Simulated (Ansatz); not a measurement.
# C2H3F3Se: a ladder of functionals and wavefunction methods

The task here is to estimate one member of a computed series from the others.

Program: Ansatz 0.2.0, Gaussian basis. Level of theory: functionals in def2-TZVPP, the program's frozen cores in correlated methods. These are calculated values, not measurements.

Plan: LDA (SPW92), PBE-D4, revPBE-D4, BLYP-D4, r2SCAN-D4, B97M-V, PBE0-D4, B3LYP-D4, r2SCANh-D4, r2SCAN0-D4, HSE06-D4, BHLYP-D4, CAM-B3LYP-D4, LC-ωPBE, ωB97X-V, ωB97M-V, B2PLYP, PBE-QIDH; CCSD(T)/def2-SVP; CCSD(T)/def2-TZVPP; MP2/def2-QZVPP; extrapolation to the limit; RPA on PBE.

### Structure used throughout

All runs share one geometry, relaxed beforehand with PBE0-D4 in a triple-zeta def2 set.

SMILES `C[Se]C(F)(F)F`, 9 atoms, charge 0, spin multiplicity 1.

Atoms are counted from 1 here; the program's logs count them from 0.

Bond lengths: C1–Se2 1.941 Å, C1–H7 1.089 Å, C1–H8 1.088 Å, C1–H9 1.088 Å, Se2–C3 1.952 Å, C3–F4 1.336 Å, C3–F5 1.331 Å, C3–F6 1.336 Å. Angles: Se2–C1–H7 105.8°, Se2–C1–H8 110.2°, Se2–C1–H9 110.2°, H7–C1–H8 109.6°, H7–C1–H9 109.6°, H8–C1–H9 111.3°, C1–Se2–C3 95.4°, Se2–C3–F4 112.6°, Se2–C3–F5 108.7°, Se2–C3–F6 112.6°, F4–C3–F5 108.0°, F4–C3–F6 106.7°, F5–C3–F6 108.0°.

Set-up of the first run:

Input file in.yaml:

```yaml
crystal:
  periodic: [false, false, false]
  atoms:
    - {symbol: C, position_ang: [-0.293678, -1.171249, 0.841627]}
    - {symbol: Se, position_ang: [1.297726, -0.376832, 0.063964]}
    - {symbol: C, position_ang: [0.360620, 1.096955, -0.808731]}
    - {symbol: F, position_ang: [-0.543893, 0.675747, -1.696691]}
    - {symbol: F, position_ang: [1.251959, 1.847901, -1.452382]}
    - {symbol: F, position_ang: [-0.288624, 1.877651, 0.059084]}
    - {symbol: H, position_ang: [0.050953, -2.043638, 1.395240]}
    - {symbol: H, position_ang: [-0.978960, -1.483432, 0.056887]}
    - {symbol: H, position_ang: [-0.767704, -0.469404, 1.524002]}
basis:
  gaussian: {orbitals: def2-TZVPP}
hamiltonian: {xc: lda}
output: {orbitals: {seedname: orbitals}}
```

The run is started by

```sh
ansatz run in.yaml --threads 4 --pin off --events-out ev --progress --plain --max-ram 10444MiB
```

Among the steps run: LDA; PBE-D4 (GGA); revPBE-D4 (GGA); BLYP-D4 (GGA); r2SCAN-D4 (meta-GGA); B97M-V (meta-GGA); B3LYP-D4 (hybrid); r2SCANh-D4 (hybrid); r2SCAN0-D4 (hybrid); HSE06-D4 (hybrid); BHLYP-D4 (hybrid); CAM-B3LYP-D4 (range-separated); LC-ωPBE (range-separated); ωB97X-V (range-separated); ωB97M-V (range-separated); B2PLYP (double hybrid); PBE-QIDH (double hybrid).

One of the session's tables, all rows but one given; the rest of the session is left out.

It belongs to the step «Orbital energies across the functionals». 

| functional | HOMO (eV) | gap (eV) |
| --- | --- | --- |
| LDA (SPW92) | ? | ? |
| PBE-D4 | -5.82 | 4.49 |
| revPBE-D4 | -5.76 | 4.53 |
| BLYP-D4 | -5.68 | 4.42 |
| r2SCAN-D4 | -6.11 | 4.98 |
| B97M-V | -6.21 | 5.12 |
| PBE0-D4 | -7.07 | 6.63 |
| B3LYP-D4 | -6.85 | 6.13 |
| r2SCANh-D4 | -6.57 | 5.77 |
| r2SCAN0-D4 | -7.26 | 6.95 |
| HSE06-D4 | -6.67 | 5.85 |
| BHLYP-D4 | -8.19 | 8.64 |
| CAM-B3LYP-D4 | -8.44 | 9.01 |
| LC-ωPBE | -9.80 | 11.65 |
| ωB97X-V | -9.44 | 11.13 |
| ωB97M-V | -9.30 | 10.79 |

Estimate the missing values for LDA (SPW92).

The run gave: HOMO (eV): -5.99; gap (eV): 4.42. In the column «HOMO (eV)» it lies between r2SCAN-D4 (-6.11) and PBE-D4 (-5.82).
